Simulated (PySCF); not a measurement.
# A diatomic session: SiAs, part 2 of 2

PySCF 2.14.0; Si 6-31G(d,p), As 6-31G(d,p); no relativity.

**12. UHF**

The SCF at the reference distance, 2.186 Å, printed:

```text
******** <class 'pyscf.scf.uhf_symm.SymAdaptedUHF'> ********
method = SymAdaptedUHF
[... 11 set-up lines left out, the same as in an earlier log ...]
max_memory 909 MB (current use 330 MB)
[... 1 set-up line left out, the same as in an earlier log ...]
Overwritten attributes  get_j get_occ get_k get_hcore get_jk  of <class 'pyscf.scf.uhf_symm.SymAdaptedUHF'>
<class 'pyscf.scf.uhf_symm.SymAdaptedUHF'> does not have attributes  refdm
[... 1 set-up line left out, the same as in an earlier log ...]
init E= -2522.75333679355
cycle= 1 E= -2522.7648286973  delta_E= -0.0115  |g|= 0.0512  |ddm|= 0.189
cycle= 2 E= -2522.76584600626  delta_E= -0.00102  |g|= 0.027  |ddm|= 0.0838
cycle= 3 E= -2522.76618421506  delta_E= -0.000338  |g|= 0.00835  |ddm|= 0.0254
cycle= 4 E= -2522.76644526583  delta_E= -0.000261  |g|= 0.00604  |ddm|= 0.0302
cycle= 5 E= -2522.76666375171  delta_E= -0.000218  |g|= 0.00606  |ddm|= 0.0223
cycle= 6 E= -2522.7666835614  delta_E= -1.98e-05  |g|= 0.00608  |ddm|= 0.00196
cycle= 7 E= -2522.76612604434  delta_E= 0.000558  |g|= 0.00517  |ddm|= 0.0615
cycle= 8 E= -2522.76542935445  delta_E= 0.000697  |g|= 0.00409  |ddm|= 0.127
cycle= 9 E= -2522.76538873903  delta_E= 4.06e-05  |g|= 0.0032  |ddm|= 0.0262
cycle= 10 E= -2522.76539157651  delta_E= -2.84e-06  |g|= 0.0012  |ddm|= 0.0724
cycle= 11 E= -2522.76540260275  delta_E= -1.1e-05  |g|= 0.000431  |ddm|= 0.0108
cycle= 12 E= -2522.76540367532  delta_E= -1.07e-06  |g|= 6.04e-05  |ddm|= 0.0054
cycle= 13 E= -2522.7654036845  delta_E= -9.17e-09  |g|= 1.89e-05  |ddm|= 0.000467
cycle= 14 E= -2522.76540368437  delta_E= 1.3e-10  |g|= 1.03e-05  |ddm|= 0.000383
Extra cycle  E= -2522.76540368461  delta_E= -2.39e-10  |g|= 7.13e-06  |ddm|= 4.61e-05
converged SCF energy = -2522.76540368461  <S^2> = 0.79860557  2S+1 = 2.0480289
```

No constants are quoted: the points don't follow one smooth fit.

**13. Adding correlation**

Reference: UHF; core orbitals frozen: 14.

Log of the coupled-cluster run at 2.186 Å:

```text
******** <class 'pyscf.cc.uccsd.UCCSD'> ********
CC2 = 0
CCSD nocc = (np.int64(10), np.int64(9)), nmo = (36, 36)
frozen orbitals [[0, 1, 2, 3, 4, 5, 6, 7, 8, 9, 10, 11, 12, 13], [0, 1, 2, 3, 4, 5, 6, 7, 8, 9, 10, 11, 12, 13]]
max_cycle = 80
direct = 0
conv_tol = 1e-07
conv_tol_normt = 1e-05
diis_space = 8
diis_start_cycle = 0
diis_start_energy_diff = 1e+09
max_memory 909 MB (current use 382 MB)
Init t2, MP2 energy = -0.30544123466349
Init E_corr(UCCSD) = -0.305441234738745
cycle = 1  E_corr(UCCSD) = -0.305214304315368  dE = 0.000226930423  norm(t1,t2) = 0.0990006
cycle = 2  E_corr(UCCSD) = -0.315993469848559  dE = -0.0107791655  norm(t1,t2) = 0.0407951
cycle = 3  E_corr(UCCSD) = -0.317832697091058  dE = -0.00183922724  norm(t1,t2) = 0.0275172
cycle = 4  E_corr(UCCSD) = -0.320563722623177  dE = -0.00273102553  norm(t1,t2) = 0.0158417
cycle = 5  E_corr(UCCSD) = -0.320519823917043  dE = 4.38987061e-05  norm(t1,t2) = 0.00876357
cycle = 6  E_corr(UCCSD) = -0.320369684398797  dE = 0.000150139518  norm(t1,t2) = 0.00329622
cycle = 7  E_corr(UCCSD) = -0.320574662100635  dE = -0.000204977702  norm(t1,t2) = 0.00160225
cycle = 8  E_corr(UCCSD) = -0.32054814030906  dE = 2.65217916e-05  norm(t1,t2) = 0.000672981
cycle = 9  E_corr(UCCSD) = -0.320561512060597  dE = -1.33717515e-05  norm(t1,t2) = 0.000285091
cycle = 10  E_corr(UCCSD) = -0.320561410693165  dE = 1.01367432e-07  norm(t1,t2) = 0.000123456
cycle = 11  E_corr(UCCSD) = -0.320560320701835  dE = 1.08999133e-06  norm(t1,t2) = 5.50984e-05
cycle = 12  E_corr(UCCSD) = -0.320560858152482  dE = -5.37450647e-07  norm(t1,t2) = 2.29201e-05
cycle = 13  E_corr(UCCSD) = -0.320560933888865  dE = -7.57363827e-08  norm(t1,t2) = 1.05211e-05
cycle = 14  E_corr(UCCSD) = -0.320561211961432  dE = -2.78072567e-07  norm(t1,t2) = 4.8566e-06
cycle = 15  E_corr(UCCSD) = -0.320561147808725  dE = 6.41527066e-08  norm(t1,t2) = 2.99913e-06
UCCSD converged
E(UCCSD) = -2523.085964832415  E_corr = -0.320561147808725
UCCSD(T) correction = -0.0113443619296629
```

Correlation energy (eV) along the bond:

```
R (Å)     MP2  SCS-MP2    CCSD  CCSD(T)     T1
1.880  -8.159   -7.633     n/a      n/a    n/a
1.967  -8.195   -7.672  -8.551   -8.808  0.015
2.055  -8.117   -7.598  -8.593   -8.862  0.033
2.120  -7.969   -7.451  -8.591   -8.868  0.048
2.186  -8.311   -7.781  -8.723   -9.032  0.030
2.252  -8.389   -7.865  -8.777   -9.102  0.028
2.339  -8.463   -7.945  -8.854   -9.203  0.030
2.448  -8.548   -8.039  -8.955   -9.337  0.036
2.579  -8.650   -8.153  -9.089   -9.512  0.045
2.754  -8.728   -8.247     n/a      n/a    n/a
```

UHF-MP2: No constants are quoted: the points don't follow one smooth fit.

UHF-SCS-MP2: No constants are quoted: the points don't follow one smooth fit.

UHF-CCSD: No constants are quoted: the points don't follow one smooth fit.

UHF-CCSD(T): No constants are quoted: the points don't follow one smooth fit.

**14. The curves together**

Energy (eV) from each level's lowest point:

```
R (Å)    UHF  UHF-MP2  UHF-SCS-MP2  UHF-CCSD  UHF-CCSD(T)    PBE  revPBE   BLYP  r²SCAN  r²SCANh   PBE0  ωB97X
1.880  1.295    1.366        1.367       n/a          n/a  1.497   1.540  1.593   1.380    1.335  1.338  1.170
1.967  0.565    0.599        0.598     0.654        0.706  0.711   0.740  0.785   0.626    0.593  0.594  0.470
2.055  0.166    0.278        0.272     0.213        0.253  0.256   0.273  0.306   0.204    0.184  0.184  0.108
2.120  0.000    0.261        0.254     0.049        0.081  0.076   0.084  0.108   0.050    0.040  0.039  0.000
2.186  0.082    0.000        0.006     0.000        0.000  0.000   0.001  0.013   0.000    0.000  0.000  0.000
2.252  0.160    0.000        0.000     0.023        0.006  0.005   0.000  0.000   0.031    0.041  0.042  0.081
2.339  0.361    0.128        0.121     0.148        0.108  0.105   0.092  0.076   0.164    0.186  0.189  0.274
2.448  0.718    0.399        0.384     0.403        0.331  0.334   0.312  0.274   0.425    0.454  0.460  0.570
2.579  1.233    0.812        0.784     0.784        0.669  0.695   0.661  0.604   0.797    0.816  0.824  0.948
2.754  1.965    1.466        1.422       n/a          n/a  1.214   1.156  1.102   1.287    1.290  1.298  1.443
```

The whole job (state search and all levels along the bond) took 3.6 min on 1 thread of Oxide Virtual Turin-like (shared host), peak memory 0.59 GiB.

**15. What came out**

The summary covers parts 1 to 2.

Lowest PBE0 solution found, without spin–orbit coupling: ²Π (doublet), unpaired electrons π ↑. State 2 has its PBE0 minimum 0.19 eV higher. State 3 has its PBE0 minimum 1.47 eV higher. State 4 has its PBE0 minimum 2.71 eV higher. The other levels ran on the lowest alone.

```
  level  Re (Å)  ωe (cm⁻¹)  De (eV)  μ (D)
    PBE   2.213        473     3.50  -0.49
 revPBE   2.219        470     3.27  -0.47
   BLYP   2.231        456     3.50  -0.57
 r²SCAN   2.191        494     3.25  -0.55
r²SCANh   2.182        503     3.14  -0.61
   PBE0   2.182        506     3.17  -0.64
  ωB97X   2.153        541     3.34  -0.67
```

De is counted to Si + As in their ground configurations. A positive dipole means Si(−)As(+). No constants: UHF (the points don't follow one smooth fit); UHF-MP2 (the points don't follow one smooth fit); UHF-SCS-MP2 (the points don't follow one smooth fit); UHF-CCSD (the points don't follow one smooth fit); UHF-CCSD(T) (the points don't follow one smooth fit).

Time per point (s) on 1 thread of Oxide Virtual Turin-like, shared host (CPU time, shared integrals of 0.55 s apart; correlated levels include their reference); the times are rough: PBE 1, revPBE 0.76, BLYP 0.81, r²SCAN 1.3, r²SCANh 1.4, PBE0 1.8, ωB97X 1.9.

What this shows: Bond lengths run from 2.153 Å (ωB97X) to 2.231 Å (BLYP). Among the levels with a De in the table, it runs from 3.14 eV (r²SCANh) to 3.50 eV (PBE).

Correlated steps freeze 14 core orbitals.
